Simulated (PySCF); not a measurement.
# A diatomic session: AgC

What are the lowest state that PBE0 finds, the bond length, vibrational wavenumber and bond energy of AgC, and how much do these hang on the method?

Computed with PySCF 2.14.0. Level: Ag x2c-TZVPPall, C x2c-TZVPPall, spin-free X2C with a Gaussian nucleus.

**1. The job**

Settings of the job:

```json
{"atoms": "Ag, C", "charge": "0", "basis": "Ag x2c-TZVPPall, C x2c-TZVPPall", "Hamiltonian": "spin-free X2C with a Gaussian nucleus", "basis functions": "110", "electrons treated": "53", "masses in u": "106.9051, 12.0000", "levels": "PBE0, PBE, r²SCAN, r²SCANh, BLYP, BP86, revPBE, LC-ωPBE, HF, MP2, SCS-MP2, CCSD, CCSD(T)", "grid": "80 radial by 434 angular points", "occupations": "held fixed by the projection of orbital angular momentum", "dissociation limit": "Ag + C, each in its ground configuration", "starting distance in angstrom": "2.045", "values of 2S to try": "1, 3, 5"}
```

Started as:

```bash
$ OMP_NUM_THREADS=2 python dia.py task.json out
```

The runs that follow: PBE0 along the bond; Higher solutions at PBE0; PBE; r²SCAN (meta-GGA); r²SCANh; BLYP; BP86; revPBE; LC-ωPBE (range-separated hybrid); UHF; Adding correlation.

Q: Predict the outcome of this session. Wanted: for each run, Re; ωe; De; μ.

The runs gave:

Lowest PBE0 solution found, without spin–orbit coupling: ⁴Σ⁻ (quartet), unpaired electrons σ ↑, π ↑↑. State 2 has its PBE0 minimum 0.27 eV higher. State 3 has its PBE0 minimum 0.57 eV higher, as a spin-mixed determinant (⟨S²⟩ = 1.77), so this is no gap between pure states. State 4 has its PBE0 minimum 0.67 eV higher, as a spin-mixed determinant (⟨S²⟩ = 1.77), so this is no gap between pure states. The other levels ran on the lowest alone.

| level | Re (Å) | ωe (cm⁻¹) | De (eV) | μ (D) |
| --- | --- | --- | --- | --- |
| UHF | 2.154 | 453 | 0.87 | -5.85 |
| UHF-MP2 | 1.986 | 518 | 1.62 | n/a |
| UHF-SCS-MP2 | 2.021 | 496 | 1.29 | n/a |
| UHF-CCSD | 2.042 | 481 | 1.41 | n/a |
| UHF-CCSD(T) | 2.019 | 490 | 1.55 | n/a |
| PBE | 1.986 | 506 | 1.99 | -3.45 |
| revPBE | 2.008 | 483 | 1.78 | -3.53 |
| BLYP | 2.014 | 473 | 1.63 | -3.30 |
| BP86 | 1.986 | 504 | 1.90 | -3.41 |
| r²SCAN | 1.991 | 510 | 1.97 | -3.66 |
| r²SCANh | 2.002 | 503 | 1.87 | -3.85 |
| PBE0 | 2.018 | 488 | 1.75 | -4.02 |
| LC-ωPBE | 2.022 | 508 | 1.78 | -4.83 |

De is counted to Ag + C in their ground configurations. A positive dipole means Ag(−)C(+).

Differences from CCSD(T) in the same basis:

| level | Re (mÅ) | ωe (%) |
| --- | --- | --- |
| UHF | +135 | -7.6 |
| UHF-MP2 | -33 | +5.7 |
| UHF-SCS-MP2 | +1 | +1.2 |
| UHF-CCSD | +23 | -1.9 |
| PBE | -33 | +3.2 |
| revPBE | -11 | -1.5 |
| BLYP | -5 | -3.5 |
| BP86 | -33 | +2.9 |
| r²SCAN | -29 | +4.0 |
| r²SCANh | -17 | +2.7 |
| PBE0 | -1 | -0.4 |
| LC-ωPBE | +3 | +3.7 |

**Reading.** Judged by CCSD(T) in the same basis: best bond length UHF-SCS-MP2 and PBE0 (1 mÅ off), worst UHF (+135 mÅ); best wavenumber PBE0 (-0.4 %), worst UHF (-7.6 %). Of the levels with a De here, UHF gives the least (0.87 eV) and PBE the most (1.99 eV).

Correlated steps freeze 15 core orbitals. The state is the lowest single determinant that the PBE0 search found; with open d or f shells the true ground state can be another one. At some levels the lowest empty orbital lies below the highest filled one (the two can be of opposite spin). Spin–orbit coupling is left out.
